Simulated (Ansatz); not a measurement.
**The Re atom under m-r²SCAN: a free atom in a box**

A free rhenium atom, as needed for binding energies. It is solved at Γ with spin polarisation and no symmetry, from 7 unpaired electrons. The moment is free to change.

Computed with Ansatz 0.2.0 (DFT m-r2SCAN, plane waves (500 eV) with PAW, scalar-relativistic; PBE-made PAW files; m-r²SCAN is r²SCAN on the gauge-invariant kinetic-energy density, unless a step says otherwise).

## 1. Starting point

Periodic box: 14.0 × 14.4 × 14.8 Å.

Coordinates:

```
Re
1.0
    14.00000    0.00000    0.00000
     0.00000   14.40000    0.00000
     0.00000    0.00000   14.80000
Re
1
Direct
  0.50000 0.50000 0.50000
```

## 2. From a moment of 7 μB

Input file input.yaml:

```yaml
crystal:
  lattice:
    - [14.0, 0.0, 0.0]
    - [0.0, 14.4, 0.0]
    - [0.0, 0.0, 14.8]
  atoms:
    - { symbol: Re, position: [0.5, 0.5, 0.5], spin: 7.0 }
  symmetry: { detect: false, time_reversal: true }
hamiltonian:
  xc: mr2scan
  pseudopotentials:
    kind: paw
    azcp:
      Re: "pseudopotentials/Re.paw.azcp"
basis:
  ecutwfc: 500
  fft_grid_basis: typed
kpoints:
  mp_grid: { grid: [1, 1, 1], shift: [0, 0, 0] }
magnetization:
  spin_polarized: true
scf:
  occupations: { method: fermi_dirac, width: 0.01 }
output:
  write_density: true
  write_potential: true
  elf: true
  volumetric_format: npy
```

Run with:

```console
$ ansatz run input.yaml --threads 4 --pin off --max-ram 8192MiB --backend cpu --events-out ev --progress --plain --runs-dir out
```

**Question.** What will these runs give? Wanted: start 7: end moment; gap between levels; above hcp.

As calculated:

| quantity | value |
| --- | --- |
| start 7: end moment | 5.00 μB |
| gap between levels | 1.37 eV |
| above hcp | 8.72 eV/atom |

In words: Started at 7 μB, the atom ends with 5.00 μB. It lies 8.72 eV above the element's usual form at the same level (hcp, from a run of its own). If this is the atom's lowest state, that is the cohesive energy, without zero-point motion or spin-orbit coupling.
